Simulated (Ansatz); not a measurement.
I need vertical and adiabatic energies of changing the electron count of CH2STe, SMILES S=C[TeH]. Use the Ansatz DFT code, driven from Python. Use (for the species named): B3LYP, def2-SVP basis, multiplicity 1.

```xyz
5

S    -1.5791   -0.6347   -0.5093
C    -0.3473   -0.6033    0.1141
Te    1.2506    0.4281   -0.7819
H    -0.1321   -1.1203    1.0470
H     0.8578    1.8565    0.0887
```

`ch2ste_adiabatic.py`
```python
import itertools

import ansatz as az
from ase import Atoms
from ase.data import atomic_numbers, covalent_radii
import numpy as np

params = {
    "basis": "def2-SVP",
    "functional": "b3lyp",
    "net_charge": 1,
}


def main() -> None:
    atoms = Atoms(["S", "C", "Te", "H", "H"], positions=[
        (-1.5791, -0.6347, -0.5093),
        (-0.3473, -0.6033, 0.1141),
        (1.2506, 0.4281, -0.7819),
        (-0.1321, -1.1203, 1.047),
        (0.8578, 1.8565, 0.0887),
    ])
    system = az.Crystal.molecule_from_ase(atoms)

    setup = (
        system.calculation()
        .basis(gaussian=params["basis"])
        .functional(params["functional"])
    )
    symbols = [site.symbol for site in system.cartesian_sites]
    start = np.array([site.position_ang for site in system.cartesian_sites], dtype=float)
    data = setup.relax(force_tolerance=0.01, max_steps=100).run(threads=1, pin="off").report
    end = np.array(data["positions_ang"])

    minimum = az.Crystal.molecule()
    for symbol, place in zip(symbols, end):
        minimum = minimum.atom(symbol, place.tolist())
    ion = (
        minimum.calculation()
        .basis(gaussian=params["basis"])
        .functional(params["functional"])
        .charge(params["net_charge"])
        .spin("collinear", total=1)
    )
    vertical = ion.run(threads=1, pin="off").report
    settled = ion.relax(force_tolerance=0.01, max_steps=80).run(threads=1, pin="off").report
    print(f"vertical ionisation energy   {vertical['free_energy_ev'] - data['free_energy_ev']:.3f} eV")
    print(f"adiabatic, no zero point     {settled['free_energy_ev'] - data['free_energy_ev']:.3f} eV")
    print(f"relaxation energy of the ion {vertical['free_energy_ev'] - settled['free_energy_ev']:.3f} eV")
    ionised = np.array(settled["positions_ang"])
    radius = [covalent_radii[atomic_numbers[s]] for s in symbols]
    span = lambda where, i, j: np.linalg.norm(where[i] - where[j])
    bonded = [(i, j) for i, j in itertools.combinations(range(len(symbols)), 2) if min(span(end, i, j), span(ionised, i, j)) < 1.2 * (radius[i] + radius[j])]
    print("pair        before    after (A)")
    for i, j in bonded:
        print(f"{symbols[i]}{i}-{symbols[j]}{j}".ljust(10), f"{span(end, i, j):8.4f} {span(ionised, i, j):8.4f}")


if __name__ == "__main__":
    main()
```

```console
$ python ch2ste_adiabatic.py
vertical ionisation energy   8.517 eV
adiabatic, no zero point     8.462 eV
relaxation energy of the ion 0.055 eV
pair        before    after (A)
S0-C1        1.6169   1.6311
C1-Te2       2.1274   2.0706
C1-H3        1.1012   1.1070
Te2-H4       1.6758   1.6723
```

The energies are electronic: no zero-point or thermal terms, and the basis set is short of its limit. The product may relax into another structure. The relaxation finds the nearest minimum, so the adiabatic value is an upper bound. def2 sets replace the cores of elements past krypton by effective core potentials. b3lyp holds the VWN-RPA fit, as in Gaussian; the form of ORCA and Turbomole is b3lyp5. It ran for 96 s on 1 thread of Arm Neoverse V2, on a shared host, peak memory 0.27 GiB.
